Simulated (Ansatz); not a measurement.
Below is the output of a Python script on Ansatz's Python interface that makes harmonic frequencies at the relaxed geometry of CH4ClOPSi, SMILES ClC[SiH]1OP1. Write a script that gives it. Use (for the species named): r2SCAN, def2-SVP basis, multiplicity 1.

```xyz
9

Cl   -2.4044   -0.4997    1.4510
C    -1.1460    0.4315    0.6222
Si    0.2761   -0.6913    0.4015
O     1.8152    0.0102    0.2342
P     1.7653    0.7276   -1.1618
H    -0.9009    1.3174    1.2426
H    -1.5058    0.7937   -0.3299
H     0.1001   -1.7764   -0.5598
H     2.0888   -0.3592   -1.9171
```

```console
$ python freq.py
pair        before    after (A)
Cl0-C1       1.7713   1.8102
C1-Si2       1.8253   1.8736
C1-H5        1.1090   1.1003
C1-H6        1.0803   1.1008
Si2-O3       1.6997   1.6860
Si2-P4       2.5836   2.1861
Si2-H7       1.4603   1.4824
O3-P4        1.5703   1.7775
P4-H8        1.3624   1.4443
final angle Cl0-C1-Si2: 108.24 deg
final angle Cl0-C1-H5: 108.15 deg
final angle Cl0-C1-H6: 107.68 deg
final angle Si2-C1-H5: 110.95 deg
final angle Si2-C1-H6: 112.97 deg
final angle C1-Si2-O3: 115.59 deg
final angle C1-Si2-P4: 120.57 deg
final angle C1-Si2-H7: 113.07 deg
final angle H5-C1-H6: 108.68 deg
final angle O3-Si2-P4: 52.75 deg
final angle O3-Si2-H7: 115.78 deg
final angle Si2-O3-P4: 78.23 deg
final angle P4-Si2-H7: 123.95 deg
final angle Si2-P4-O3: 49.03 deg
final angle Si2-P4-H8: 94.47 deg
final angle O3-P4-H8: 98.22 deg
mode  1      55.5 1/cm     6.88 meV
mode  2     103.9 1/cm    12.88 meV
mode  3     189.2 1/cm    23.46 meV
mode  4     239.0 1/cm    29.63 meV
mode  5     471.3 1/cm    58.44 meV
mode  6     538.1 1/cm    66.72 meV
mode  7     610.6 1/cm    75.70 meV
mode  8     650.2 1/cm    80.61 meV
mode  9     680.1 1/cm    84.32 meV
mode 10     688.3 1/cm    85.34 meV
mode 11     754.0 1/cm    93.48 meV
mode 12     827.2 1/cm   102.56 meV
mode 13     895.4 1/cm   111.01 meV
mode 14     922.4 1/cm   114.37 meV
mode 15    1103.1 1/cm   136.77 meV
mode 16    1175.1 1/cm   145.69 meV
mode 17    1395.8 1/cm   173.06 meV
mode 18    2272.5 1/cm   281.76 meV
mode 19    2286.4 1/cm   283.48 meV
mode 20    3076.0 1/cm   381.37 meV
mode 21    3156.3 1/cm   391.33 meV
imaginary modes: 0  zero-point energy: 1.3694 eV
T (K)   F_vib (eV)   S_vib (meV/K)   C_vib (meV/K)
 100.0      1.3612        0.2034          0.2462
 200.0      1.3290        0.4407          0.4763
 300.0      1.2728        0.6820          0.7249
 400.0      1.1927        0.9190          0.9226
 500.0      1.0895        1.1414          1.0694
```

One script that gives this output:

The script, `freq.py`:
```python
# -*- coding: utf-8 -*-
import itertools

import ansatz
from ase.data import atomic_numbers, covalent_radii
import numpy as np


def main():
    ch4clopsi = (
        ansatz.Crystal.molecule()
        .atom("Cl", (-2.4044, -0.4997, 1.451))
        .atom("C", (-1.146, 0.4315, 0.6222))
        .atom("Si", (0.2761, -0.6913, 0.4015))
        .atom("O", (1.8152, 0.0102, 0.2342))
        .atom("P", (1.7653, 0.7276, -1.1618))
        .atom("H", (-0.9009, 1.3174, 1.2426))
        .atom("H", (-1.5058, 0.7937, -0.3299))
        .atom("H", (0.1001, -1.7764, -0.5598))
        .atom("H", (2.0888, -0.3592, -1.9171))
    )

    job = (
        ch4clopsi.calculation()
        .basis(gaussian="def2-SVP")
        .functional("r2scan")
    )
    symbols = [site.symbol for site in ch4clopsi.cartesian_sites]
    start = np.array([site.position_ang for site in ch4clopsi.cartesian_sites], dtype=float)
    report = job.relax(force_tolerance=0.003).run().report
    end = np.array(report["positions_ang"])

    radius = [covalent_radii[atomic_numbers[s]] for s in symbols]
    span = lambda where, i, j: np.linalg.norm(where[i] - where[j])
    bonded = [(i, j) for i, j in itertools.combinations(range(len(symbols)), 2) if min(span(start, i, j), span(end, i, j)) < 1.2 * (radius[i] + radius[j])]
    print("pair        before    after (A)")
    for i, j in bonded:
        print(f"{symbols[i]}{i}-{symbols[j]}{j}".ljust(10), f"{span(start, i, j):8.4f} {span(end, i, j):8.4f}")
    for first, second in list(itertools.combinations(bonded, 2)):
        shared = set(first) & set(second)
        if shared and symbols[(j := shared.pop())] != "H":
            i, k = sorted((set(first) | set(second)) - {j})
            u, v = end[i] - end[j], end[k] - end[j]
            angle = np.degrees(np.arccos(np.clip(u @ v / np.linalg.norm(u) / np.linalg.norm(v), -1, 1)))
            print(f"final angle {symbols[i]}{i}-{symbols[j]}{j}-{symbols[k]}{k}: {angle:.2f} deg")

    minimum = ansatz.Crystal.molecule()
    for symbol, place in zip(symbols, end):
        minimum = minimum.atom(symbol, place.tolist())
    vibrating = (
        minimum.calculation()
        .basis(gaussian="def2-SVP")
        .functional("r2scan")
        .phonons(temperatures=(100, 500, 100))
    )
    vib = vibrating.run().report["vibrations"]
    sums = vib["harmonic_sums"]
    modes = [m["omega_inv_cm"] for m in sums["modes_at_gamma"] if m["rigid_motion"] == "no"]
    for number, w in enumerate(modes, start=1):
        print(f"mode {number:2d} {w:9.1f} 1/cm {w / 8065.544 * 1000:8.2f} meV")
    print("imaginary modes:", sum(w < 0 for w in modes), " zero-point energy:", round(sums["zero_point_energy_ev"], 4), "eV")
    print("T (K)   F_vib (eV)   S_vib (meV/K)   C_vib (meV/K)")
    for row in zip(sums["temperatures_k"], sums["vibrational_free_energy_ev"], vib["entropy_ev_per_k"], vib["heat_capacity_ev_per_k"]):
        print(f"{row[0]:6.1f} {row[1]:11.4f} {1000 * row[2]:13.4f} {1000 * row[3]:15.4f}")


if __name__ == "__main__":
    main()
```

The frequencies are harmonic and unscaled, in a modest basis. The result belongs to the one conformer reached from this start, and soft torsions count as harmonic oscillators. The whole script took 10 min on 1 thread of Arm Neoverse N1, on a shared host, peak memory 0.27 GiB.

(A comment or docstring line of the script was reworded after the run, the code is as it ran; lines on the test bed's own set-up are left out of the output.)
